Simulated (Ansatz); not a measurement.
# Sr2Cr3As2O2: the cost of one run

Method: DFT PBE, scalar-relativistic, plane waves, PAW, in Ansatz 0.2.0.

## Step 1: Starting point

It takes space group I4/mmm (No. 139, tetragonal). Conventional cell: a = 4.055 Å, b = 4.055 Å, c = 18.836 Å, α = 90.00°, β = 90.00°, γ = 90.00°. Sr (site symmetry 4mm) has 4 O at 2.63 Å in its first shell of neighbours. Cr (site symmetry 4/mmm) is surrounded by 4 O at 2.03 Å. Around Cr (site symmetry -4m2) lie 4 As at 2.46 Å. As (site symmetry 4mm) has 4 Cr at 2.46 Å in its first shell of neighbours. O (site symmetry mmm) is surrounded by 2 Cr at 2.03 Å and 4 Sr at 2.63 Å.

Coordinates:

```xyz
9
Lattice="-2.0277 2.0277 9.4182 2.0277 -2.0277 9.4182 2.0277 2.0277 -9.4182" Properties=species:S:1:pos:R:3 pbc="T T T"
Sr    0.0000    0.0000   11.0906
Sr    0.0000    0.0000    7.7459
Cr    0.0000    0.0000    0.0000
Cr    2.0277    0.0000    4.7091
Cr    0.0000    2.0277    4.7091
As    0.0000    0.0000    3.3191
As    0.0000    0.0000   15.5173
O     0.0000    2.0277    0.0000
O     2.0277    0.0000    0.0000
```

This cell comes from an earlier session at PBE: 17.210 Å³/atom at 0.00 GPa, on a 8×8×8 mesh.

## Step 2: Ferrimagnetic, in the cell as typed

File input.yaml:

```yaml
crystal:
  lattice:
    - [-2.0276769241, 2.0276769241, 9.4182316434]
    - [2.0276769241, -2.0276769241, 9.4182316434]
    - [2.0276769241, 2.0276769241, -9.4182316434]
  atoms:
    - { symbol: Sr, position: [0.5887809962, 0.5887809962, 0.0] }
    - { symbol: Sr, position: [0.4112190038, 0.4112190038, 0.0] }
    - { symbol: Cr, position: [0.0, 0.0, 0.0], spin: 4.0 }
    - { symbol: Cr, position: [0.25, 0.75, 0.5], spin: -4.0 }
    - { symbol: Cr, position: [0.75, 0.25, 0.5], spin: -4.0 }
    - { symbol: As, position: [0.17620765, 0.17620765, 0.0] }
    - { symbol: As, position: [0.82379235, 0.82379235, 0.0] }
    - { symbol: O, position: [0.5, 0.0, 0.5] }
    - { symbol: O, position: [0.0, 0.5, 0.5] }
basis:
  ecutwfc: 420
  ecutrho_ratio: 4
kpoints:
  mp_grid: { grid: [8, 8, 8] }
hamiltonian:
  xc: pbe
scf:
  occupations: { method: gaussian, width: 0.05 }
  lower_state_search: "off"
output:
  forces: true
  stress: true
  eigenvalues: true
  populations: true
magnetization:
  spin_polarized: true
```

Command:

```
ansatz run input.yaml --threads 4 --pin off --max-ram 10240MiB --backend cpu --events-out ev --progress --plain --runs-dir out
```

What time and memory should one allow on 4 threads of Arm Neoverse V1, shared host?

About 64 s, with a peak of 1.2 GiB.
